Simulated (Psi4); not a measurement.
# GaBH3ClO (SMILES O[B](Cl)[GaH2]) at HSE06/6-31G(d) (spherical functions)

Aim: the vertical ionisation energy of GaBH3ClO at HSE06/6-31G* (spherical functions), from 2 runs. 

The results are computed with Psi4 1.11.

## (1) Starting point

GaBH3ClO: 7 atoms, total charge 0, spin state singlet. As SMILES, `O[B](Cl)[GaH2]`. The shape is that of a PBE0-D4/def2-TZVP optimisation. This is one conformer, not always the lowest.

Bond lengths: O1–B2 1.344 Å, B2–Cl3 1.789 Å, B2–Ga4 2.095 Å, O1–H5 0.965 Å, Ga4–H6 1.572 Å, Ga4–H7 1.572 Å. Angles: O1–B2–Cl3 118.4°, O1–B2–Ga4 123.4°, Cl3–B2–Ga4 118.3°, B2–O1–H5 114.1°, B2–Ga4–H6 121.3°, B2–Ga4–H7 121.3°, H6–Ga4–H7 117.4°.

## (2) Energy and forces at HSE06/6-31G(d) (spherical functions)

Input file bclgah3o.json:

```json
{
  "schema_name": "qcschema_input",
  "schema_version": 1,
  "molecule": {
    "schema_name": "qcschema_molecule",
    "schema_version": 2,
    "symbols": ["O", "B", "Cl", "Ga", "H", "H", "H"],
    "geometry": [-1.59776344, -2.32266238, 1.75196509, -0.06028226, -1.2564789, 0.0338261, 1.69886379, -3.2809425, -2.02295182, 0.38248057, 2.65733288, -0.36055974, -1.60796796, -4.14662604, 1.7119029, -1.30636767, 4.21881357, -2.24140416, 2.49065903, 4.13075234, 1.12722163],
    "molecular_charge": 0,
    "molecular_multiplicity": 1,
    "fix_symmetry": "c1"
  },
  "driver": "gradient",
  "model": {
    "method": "hse06",
    "basis": "6-31G*"
  },
  "keywords": {
    "puream": true,
    "e_convergence": 1e-09,
    "d_convergence": 1e-08,
    "scf_type": "pk",
    "dft_radial_points": 99,
    "dft_spherical_points": 590
  }
}
```

On the command line:

```bash
$ psi4 --qcschema bclgah3o.json -n 1 --memory 2200MB
```

stdout:

```text
[...]
  Running in c1 symmetry.
[...]
  Nuclear repulsion =  275.852652696018652
[...]
  Multiplicity = 1
[...]
  Nalpha       = 32
  Nbeta        = 32
[...]
    Number of basis functions: 84
[...]
   @RKS iter   1: -2484.12891829947512   -1.57417e+00   3.56184e-02 ADIIS/DIIS
[...]
   @RKS iter  13: -2486.19555175927917   -9.54969e-12   8.16107e-09 DIIS
[...]
    Orbital Energies [Eh]
    ---------------------
    Doubly Occupied:
       1A   -372.898416     2A   -101.688483     3A    -46.068816
       4A    -40.779639     5A    -40.775688     6A    -40.775454
       7A    -19.251472     8A     -9.514315     9A     -7.244661
      10A     -7.239884    11A     -7.238897    12A     -6.842961
      13A     -5.570348    14A     -3.840309    15A     -3.829310
      16A     -3.828333    17A     -1.070821    18A     -0.845112
      19A     -0.843714    20A     -0.839576    21A     -0.838074
      22A     -0.834245    23A     -0.832334    24A     -0.592289
      25A     -0.477056    26A     -0.453496    27A     -0.399552
      28A     -0.396923    29A     -0.331466    30A     -0.330636
      31A     -0.296131    32A     -0.265271
[...]
  @RKS Final Energy: -2486.19555175927917
   => Energetics <=
    Nuclear Repulsion Energy =            275.8526526960186516
    One-Electron Energy =               -4006.9845739218085328
    Two-Electron Energy =                1333.9666112426996278
    DFT Exchange-Correlation Energy =     -89.0302417761891576
    Empirical Dispersion Energy =           0.0000000000000000
    VV10 Nonlocal Energy =                  0.0000000000000000
    Total Energy =                      -2486.1955517592791693
[...]
 Multipole Moments:
 ------------------------------------------------------------------------------------
     Multipole            Electronic (a.u.)      Nuclear  (a.u.)        Total (a.u.)
 ------------------------------------------------------------------------------------
 L = 1.  Multiply by 2.5417464519 to convert [e a0] to [Debye]
 Dipole X            :          0.7479981           -1.0240106           -0.2760125
 Dipole Y            :          3.9329317           -4.4198564           -0.4869248
 Dipole Z            :         -0.7399392            1.0399872            0.3000480
 Magnitude           :                                                    0.6350649
[...]
  -Total Gradient:
     Atom            X                  Y                   Z
    ------   -----------------  -----------------  -----------------
       1        0.001266044298    -0.006003642947    -0.001598247306
       2        0.000259315845    -0.001416841496    -0.000342846349
       3       -0.001509541094     0.001429028475     0.001749011222
       4        0.000685066085     0.003026452830    -0.000714688246
       5       -0.000376567099     0.005101328782     0.000570467923
       6        0.001038742208    -0.001110119748     0.001213525405
       7       -0.001347360368    -0.001033677991    -0.000893665500
[...]
```

The result, in JSON:

```text
{
 "driver": "gradient",
 "model": {
  "method": "hse06",
  "basis": "6-31G*"
 },
 "success": true,
 "return_result": [0.0012660442979436082, -0.006003642947052981, -0.0015982473064617975, 0.0002593158453563088, -0.001416841496165916, -0.0003428463490346423, -0.001509541094070796, 0.0014290284747729698, 0.001749011222161867, 0.0006850660848318041, 0.0030264528296390127, -0.0007146882460699689, -0.00037656709947461904, 0.005101328782430248, 0.0005704679230529708, 0.0010387422081864842, -0.0011101197478386796, 0.0012135254052774574, -0.001347360368259859, -0.0010336779905973786, -0.0008936654998575808],
 "properties": {
  "calcinfo_nbasis": 84,
  "calcinfo_nmo": 84,
  "calcinfo_nalpha": 32,
  "calcinfo_nbeta": 32,
  "calcinfo_natom": 7,
  "nuclear_repulsion_energy": 275.85265269601865,
  "return_energy": -2486.195551759279,
  "return_gradient": [0.0012660442979436082, -0.006003642947052981, -0.0015982473064617975, 0.0002593158453563088, -0.001416841496165916, -0.0003428463490346423, -0.001509541094070796, 0.0014290284747729698, 0.001749011222161867, 0.0006850660848318041, 0.0030264528296390127, -0.0007146882460699689, -0.00037656709947461904, 0.005101328782430248, 0.0005704679230529708, 0.0010387422081864842, -0.0011101197478386796, 0.0012135254052774574, -0.001347360368259859, -0.0010336779905973786, -0.0008936654998575808],
  "scf_one_electron_energy": -4006.9845739218085,
  "scf_two_electron_energy": 1333.9666112426996,
  "scf_xc_energy": -89.03024177618916,
  "scf_dipole_moment": [-0.2760124845394154, -0.48692478991197685, 0.30004798046818615],
  "scf_total_energy": -2486.195551759279,
  "scf_total_gradient": [0.0012660442979436082, -0.006003642947052981, -0.0015982473064617975, 0.0002593158453563088, -0.001416841496165916, -0.0003428463490346423, -0.001509541094070796, 0.0014290284747729698, 0.001749011222161867, 0.0006850660848318041, 0.0030264528296390127, -0.0007146882460699689, -0.00037656709947461904, 0.005101328782430248, 0.0005704679230529708, 0.0010387422081864842, -0.0011101197478386796, 0.0012135254052774574, -0.001347360368259859, -0.0010336779905973786, -0.0008936654998575808],
  "scf_iterations": 13
 }
}
```

Run time: 69 s. Hardware: 1 thread of Intel Xeon Platinum 8259CL at 2.50GHz (Skylake/Cascade Lake), shared host; peak memory 1.1 GiB.

## (3) The doublet cation, same level

Input file job.inp:

```
memory 2200 mb

molecule molecule1 {
  1 2
  O     -0.845500    -1.229100     0.927100
  B     -0.031900    -0.664900     0.017900
  Cl     0.899000    -1.736200    -1.070500
  Ga     0.202400     1.406200    -0.190800
  H     -0.850900    -2.194300     0.905900
  H     -0.691300     2.232500    -1.186100
  H      1.318000     2.185900     0.596500
  symmetry c1
  no_reorient
  no_com
}

set reference uks
set puream true
set e_convergence 1e-09
set d_convergence 1e-08
set scf_type pk
set dft_radial_points 99
set dft_spherical_points 590
set maxiter 100

e, wfn = gradient('hse06/6-31G*', return_wfn=True)
oeprop(wfn, 'DIPOLE', 'QUADRUPOLE', 'LOWDIN_CHARGES')
```

On the command line:

```bash
$ psi4 job.inp job.out -n 1
```

job.out (excerpt; [...] marks lines left out):

```text
[...]
  Running in c1 symmetry.
[...]
  Nuclear repulsion =  275.852652829301860
[...]
  Multiplicity = 2
[...]
  Nalpha       = 32
  Nbeta        = 31
[...]
    Number of basis functions: 84
[...]
   @UKS iter   1: -2483.66309754139093   -1.10836e+00   3.57231e-02 DIIS/ADIIS
[...]
   @UKS iter  18: -2485.83776655370548   -1.13687e-11   2.46774e-09 DIIS
[...]
   @S^2 Observed:                7.552746222E-01
[...]
  @UKS Final Energy: -2485.83776655370548
   => Energetics <=
    Nuclear Repulsion Energy =            275.8526528293018600
    One-Electron Energy =               -3991.5923327374412111
    Two-Electron Energy =                1318.6596854877611804
    DFT Exchange-Correlation Energy =     -88.7577721333272223
    Empirical Dispersion Energy =           0.0000000000000000
    VV10 Nonlocal Energy =                  0.0000000000000000
    Total Energy =                      -2485.8377665537054781
[...]
  -Total Gradient:
     Atom            X                  Y                   Z
    ------   -----------------  -----------------  -----------------
       1       -0.015604215867    -0.043153650742     0.016533995992
       2        0.012867312851     0.090768613209    -0.012106822482
       3        0.003618702311    -0.031437381480    -0.005006081771
       4       -0.007421799942    -0.047421682385     0.007119580916
       5        0.002812810140     0.008171628370    -0.002959730552
       6        0.008611040817     0.011351410782     0.004176079560
       7       -0.004871758321     0.011687467027    -0.007771906800
[...]
 Multipole Moments:
 ------------------------------------------------------------------------------------
     Multipole            Electronic (a.u.)      Nuclear  (a.u.)        Total (a.u.)
 ------------------------------------------------------------------------------------
[...]
```

It took 1.7 min on 1 thread of Intel Xeon Platinum 8259CL at 2.50GHz (Skylake/Cascade Lake), shared host; peak memory 1.1 GiB.

## (4) Outcome

Level: HSE06/6-31G* (spherical functions).

| quantity | value |
| --- | --- |
| singlet GaBH3ClO: total energy | -2486.19555 Eh |
| singlet GaBH3ClO: dipole moment | 1.61 D |
| singlet GaBH3ClO: HOMO energy | -7.22 eV |
| singlet GaBH3ClO: LUMO energy | -2.11 eV |
| singlet GaBH3ClO: HOMO–LUMO gap | 5.11 eV |
| singlet GaBH3ClO: largest force on an atom | 0.326 eV/Å |
| doublet cation: total energy | -2485.83777 Eh |
| doublet cation: HOMO energy (highest over α and β) | -13.79 eV |
| doublet cation: LUMO energy (lowest over α and β) | -12.23 eV |
| doublet cation: ⟨S²⟩ | 0.755 |
| doublet cation: largest force on an atom | 4.755 eV/Å |
| vertical ionisation energy (to the doublet cation) | 9.736 eV |

What this shows: Removing an electron at fixed nuclei costs 9.74 eV (225 kcal/mol). The largest force (singlet GaBH3ClO) is 0.33 eV/Å: the shape isn't a stationary point for this species at this level. The negative HOMO energy of the first species, 7.22 eV, lies 2.52 eV below that difference.
